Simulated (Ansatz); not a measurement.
**GaH10NOSi2Sn: how energies converge with the basis set**

How large a basis does GaH10NOSi2Sn need? Two functionals are run in growing sets.

Method: one geometry, several basis sets; program: Ansatz 0.2.0, Gaussian basis.

The runs, in order: PBE0-D4/def2-SVP; ωB97M-V/def2-SVP; PBE0-D4/def2-QZVPP; ωB97M-V/def2-QZVPP; the functionals' def2-TZVPP values are taken from earlier runs.

### 1 The geometry

The geometry comes from an earlier relaxation with PBE0-D4 in a triple-zeta def2 set; it is a stationary point, not always the lowest conformer. Sn takes the def2 core potential; no spin-orbit term is included.

SMILES `[NH2][Sn@@H]([GaH2])[Si@H](O)[SiH3]`, 16 atoms, charge 0, spin multiplicity 1.

Atoms are counted from 1 here; the program's logs count them from 0.

Bond lengths: N1–Sn2 2.052 Å, N1–H7 1.013 Å, N1–H8 1.012 Å, Sn2–Ga3 2.618 Å, Sn2–Si4 2.581 Å, Sn2–H9 1.733 Å, Ga3–H10 1.573 Å, Ga3–H11 1.573 Å, Si4–O5 1.661 Å, Si4–Si6 2.337 Å, Si4–H12 1.496 Å, O5–H13 0.959 Å, Si6–H14 1.489 Å, Si6–H15 1.490 Å, Si6–H16 1.485 Å. Angles: Sn2–N1–H7 112.8°, Sn2–N1–H8 113.0°, H7–N1–H8 107.1°, N1–Sn2–Ga3 107.0°, N1–Sn2–Si4 102.6°, N1–Sn2–H9 111.1°, Ga3–Sn2–Si4 115.8°, Ga3–Sn2–H9 110.9°, Si4–Sn2–H9 109.1°, Sn2–Ga3–H10 120.4°, Sn2–Ga3–H11 120.6°, H10–Ga3–H11 119.0°, Sn2–Si4–O5 113.0°, Sn2–Si4–Si6 107.2°, Sn2–Si4–H12 108.1°, O5–Si4–Si6 107.7°, O5–Si4–H12 110.7°, Si6–Si4–H12 110.0° and more.

### 2 PBE0-D4 in def2-SVP

File in.yaml:

```yaml
crystal:
  periodic: [false, false, false]
  atoms:
    - {symbol: N, position_ang: [0.403719, -1.845411, 1.202015]}
    - {symbol: Sn, position_ang: [1.347726, -0.271642, 0.284443]}
    - {symbol: Ga, position_ang: [2.213993, -1.141257, -2.027589]}
    - {symbol: Si, position_ang: [-0.507598, 1.520623, 0.189148]}
    - {symbol: O, position_ang: [-0.702587, 2.331643, 1.625607]}
    - {symbol: Si, position_ang: [-2.512911, 0.417569, -0.282005]}
    - {symbol: H, position_ang: [0.111341, -1.630643, 2.147752]}
    - {symbol: H, position_ang: [0.978129, -2.677781, 1.250520]}
    - {symbol: H, position_ang: [2.658127, 0.320136, 1.252552]}
    - {symbol: H, position_ang: [2.844266, -0.143479, -3.067750]}
    - {symbol: H, position_ang: [2.097059, -2.663754, -2.405981]}
    - {symbol: H, position_ang: [-0.177295, 2.474294, -0.915050]}
    - {symbol: H, position_ang: [0.054005, 2.815552, 1.960809]}
    - {symbol: H, position_ang: [-3.631654, 1.371366, -0.516482]}
    - {symbol: H, position_ang: [-2.297166, -0.376447, -1.523696]}
    - {symbol: H, position_ang: [-2.879153, -0.500769, 0.825699]}
basis:
  gaussian: {orbitals: def2-SVP}
hamiltonian: {xc: pbe0, dispersion: d4}
output: {orbitals: {seedname: orbitals}}
```

On the command line:

```bash
$ ansatz run in.yaml --threads 2 --pin off --events-out ev --progress --plain --max-ram 20480MiB --backend cpu
```

Further steps of the session: ωB97M-V in def2-SVP; PBE0-D4 in def2-QZVPP; ωB97M-V in def2-QZVPP.

**Question.** What will the summary of the whole plan be? Wanted: PBE0-D4: double and triple zeta above quadruple; ωB97M-V: double and triple zeta above quadruple.

The runs gave:

| quantity | value |
| --- | --- |
| PBE0-D4: double and triple zeta above quadruple | 19.22, 1.99 eV |
| ωB97M-V: double and triple zeta above quadruple | 19.35, 1.93 eV |

In words: PBE0-D4 gains 17.22 eV from double to triple zeta, then 1.99 eV more. Total energies overstate the basis error of differences, where much of it tends to cancel.
